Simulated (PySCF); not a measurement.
# C5H11NOSi: the cost of one run

Programs: PySCF 2.14.0, with routines of our own; each step states its level. All values are computed. Atoms count from 0.

## Step 1: The starting structure

19 atoms, charge 0, multiplicity 1; geometry from: GFN2-xTB.

## Step 2: Magnetic properties: GIAO B3LYP/pcSseg-1

What the job is given:

```
{"job": {"kind": "mag", "xc": "B3LYP", "basis": "pcSseg-1", "isotopologues": 2}, "charge": 0, "multiplicity": 1}
C     -0.844582    -0.867316    -1.294651
C     -1.040423    -0.197111     0.065403
C     -0.793443    -1.178995     1.211556
C     -0.127949     0.997459     0.205099
C     -0.798821     2.321961     0.418222
O     -1.986598     2.497813     0.430602
N      1.126386     1.021741     0.168676
Si     2.499169     0.019011    -0.012867
H     -1.047435    -0.162341    -2.098069
H      0.175094    -1.226797    -1.401972
H     -1.523822    -1.711565    -1.390327
H     -2.069203     0.172473     0.134100
H      0.235772    -1.530019     1.203265
H     -0.988525    -0.699941     2.168695
H     -1.457159    -2.034385     1.111664
H     -0.076831     3.144131     0.564749
H      2.369613    -1.425726    -0.253972
H      3.180501     0.232245     1.262756
H      3.158453     0.636610    -1.160504
```

Level: GIAO B3LYP/pcSseg-1 magnetisability, rotational g tensor and spin-rotation constants, non-relativistic, gas phase.

Command:

```bash
$ OMP_NUM_THREADS=1 python excited_run.py task.json out
```

One launch serves the whole session: the jobs run in the order shown.

**Question.** How long does this first job take on 1 thread of Arm Neoverse N1, shared host, and how much memory does it need?

About 85 s, with a peak of 0.88 GiB.
